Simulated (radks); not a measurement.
# Ionisation of N⁺: one atom, several choices of functional

The task here is to estimate one member of a computed series from the others.

Method: scalar-relativistic Kohn-Sham, spin-polarised, spherical densities, point nucleus; open shells are filled with parallel spins first. Code: radks (a radial shooting solver on a logarithmic mesh, Libxc functionals) version 1.

4 further runs of the same task are left out: 1 that didn't finish, 3 set aside as unsound or not needed.

### Starting point

* element: nitrogen (Z = 7)
* charge: +1
* electrons: 6
* configuration: [He] 2s2 2p2
* ion: N²⁺, [He] 2s2 2p1
* choices: RPBE; exchange-only LDA; PBE; LDA (Slater exchange, VWN5 correlation); PBEsol; revPBE

Outer shells as boxes (Hund's rule):

N⁺
```
[He] core
2s [↑↓]
2p [↑ ][↑ ][  ]
```

N²⁺
```
[He] core
2s [↑↓]
2p [↑ ][  ][  ]
```

Set-up of the first run:

Input:

```text
Z 7
configuration [He] 2s2 2p2
relativity scalar-relativistic
functional rpbe,pbe
spin polarised
nucleus point
c 137.035999084
```

Among the steps run: RPBE: N⁺; RPBE: N²⁺; exchange-only LDA: N⁺; exchange-only LDA: N²⁺; PBE: N⁺; PBE: N²⁺; LDA (Slater exchange, VWN5 correlation): N⁺; LDA (Slater exchange, VWN5 correlation): N²⁺; PBEsol: N⁺; PBEsol: N²⁺; revPBE: N⁺; revPBE: N²⁺.

One of the session's tables, all rows but one given; the rest of the session is left out.

| functional | E(N⁺) (hartree) | Δ-SCF (eV) | −ε(HOMO) (eV) | <r> HOMO (bohr) |
| --- | --- | --- | --- | --- |
| RPBE | ? | ? | ? | ? |
| exchange-only LDA | -53.22608 | 28.962 | 21.018 | 1.257 |
| PBE | -54.02007 | 30.078 | 22.032 | 1.252 |
| LDA (Slater exchange, VWN5 correlation) | -53.61701 | 30.170 | 22.122 | 1.248 |
| PBEsol | -53.81312 | 29.986 | 21.960 | 1.252 |
| revPBE | -54.07712 | 30.032 | 21.992 | 1.252 |

**Question.** Estimate the row for RPBE.

**Answer.** E(N⁺) (hartree): -54.09392; Δ-SCF (eV): 30.029; −ε(HOMO) (eV): 21.994; <r> HOMO (bohr): 1.254. In the column «E(N⁺) (hartree)» it is the lowest.

Open shells are spherical and high-spin; term and fine-structure splittings are not resolved.
